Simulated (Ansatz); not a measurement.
Working through a few random alloy cells with their mixing energies of Al-Pt random alloys

With Ansatz's Python interface.

Typed at the interpreter:
```pycon
>>> from collections import Counter
>>> import warnings
>>> import ansatz
>>> import numpy as np
>>> params = {
...     "k_spacing": 0.26,
...     "filling": "cold",
...     "width_ev": 0.1,
... }
>>> def fcc(A, a):
...     return (
...         ansatz.Lattice.fcc(a)
...         .space_group(225)
...         .atom(A, [0, 0, 0])
...         .primitive()
...     )
...
>>> A_FIRST, A_LAST = 4.05, 3.92
>>> def run_phase(name, crystal):
...     calc = crystal.calculation()
...     calc = calc.pseudopotentials("nc").functional(ansatz.Functional.PBESOL)
...     calc = calc.kpoints(spacing=params["k_spacing"])
...     calc = calc.occupations(params["filling"], width=params["width_ev"])
...     calc = calc.band_table()
...     calc = calc.relax(force_tolerance=0.02, cell=True)
...     return calc.run(threads=1, backend="cpu")
...
>>> def relaxed_twice(name, crystal):
...     # the second pass draws mesh and plane waves anew for the relaxed cell
...     first = run_phase(name, crystal)
...     again = ansatz.Crystal(lattice=ansatz.Lattice.of(first.lattice.cell_ang))
...     for site in first.report["lattice"]["sites"]:
...         again = again.atom(site["symbol"], site["position_frac"])
...     return run_phase(name, again)
...
>>> def volume_per_atom(outcome):
...     return abs(np.linalg.det(outcome.lattice.cell_ang)) / len(outcome.lattice.sites)
...
>>> def counts(outcome):
...     return Counter(site.symbol for site in outcome.lattice.sites)
...
>>> warnings.simplefilter("ignore", ansatz.DeckWarning)
>>> phases = {"Al": fcc("Al", A_FIRST), "Pt": fcc("Pt", A_LAST)}
>>> for k in [4]:
...     a = A_FIRST + (A_LAST - A_FIRST) * k / 8
...     supercell = fcc("Al", a).supercell(2).resolved()
...     for seed in [84]:
...         drawn = supercell.site_disorder().occupy("Al", Al=8 - k, Pt=k).random(seed=seed)
...         phases[f"Al{8 - k}Pt{k} seed {seed}"] = drawn.crystal
...
>>> done = {}
>>> for name, crystal in phases.items():
...     done[name] = relaxed_twice(name, crystal)
...     print(f"{name}: {done[name].report['energy_sigma0_ev']:.4f} eV, {len(done[name].lattice.sites)} atoms")
...
Al: -63.1408 eV, 1 atoms
Pt: -3552.6338 eV, 1 atoms
Al4Pt4 seed 84: -14469.2936 eV, 8 atoms
>>> # x is the share of the second element on the mixed sites; both end members stand on this same lattice
>>> x = {name: counts(o)["Pt"] / (counts(o)["Al"] + counts(o)["Pt"]) for name, o in done.items()}
>>> first, last = min(x, key=x.get), max(x, key=x.get)
>>> energy = {name: o.report["energy_sigma0_ev"] / len(o.lattice.sites) for name, o in done.items()}
>>> volume = {name: volume_per_atom(o) for name, o in done.items()}
>>> rows = []
>>> for name in sorted(done, key=x.get):
...     line = lambda table: (1 - x[name]) * table[first] + x[name] * table[last]
...     rows.append((name, x[name], 1000 * (energy[name] - line(energy)), volume[name], 100 * (volume[name] / line(volume) - 1)))
...
>>> print("      cell       x(Pt)  E_mix (meV/atom)  V (A^3/atom)  excess V (%)")
      cell       x(Pt)  E_mix (meV/atom)  V (A^3/atom)  excess V (%)
>>> for row in rows:
...     print(f"{str(row[0]):>10}  {row[1]:10.3f}  {row[2]:+16.1f}  {row[3]:12.3f}  {row[4]:+12.2f}")
...
        Al       0.000              +0.0        16.182         +0.00
Al4Pt4 seed 84       0.500            -774.4        14.639         -6.08
        Pt       1.000              +0.0        14.990         +0.00
```

What to keep in mind:
- The settings weren't tested for convergence.
- Spin is left out of this run.
- For the metals among these phases the mesh is modest: differences between phases can be off by up to 40 meV an atom.
- Spin-orbit coupling, which matters for elements this heavy, is left out.
- Cells of eight mixed sites are far from the random limit, and both end members stand on the same lattice, which need not be their own. Differences under about 40 meV an atom lie within the error of mesh and functional.
- The cells are prototypes set up for this calculation and needn't exist.
- Timing: 6 min on 1 thread of Arm Neoverse V2 (shared host), peak memory 1 GiB.

(Lines on the test bed's own set-up are left out of the output.)
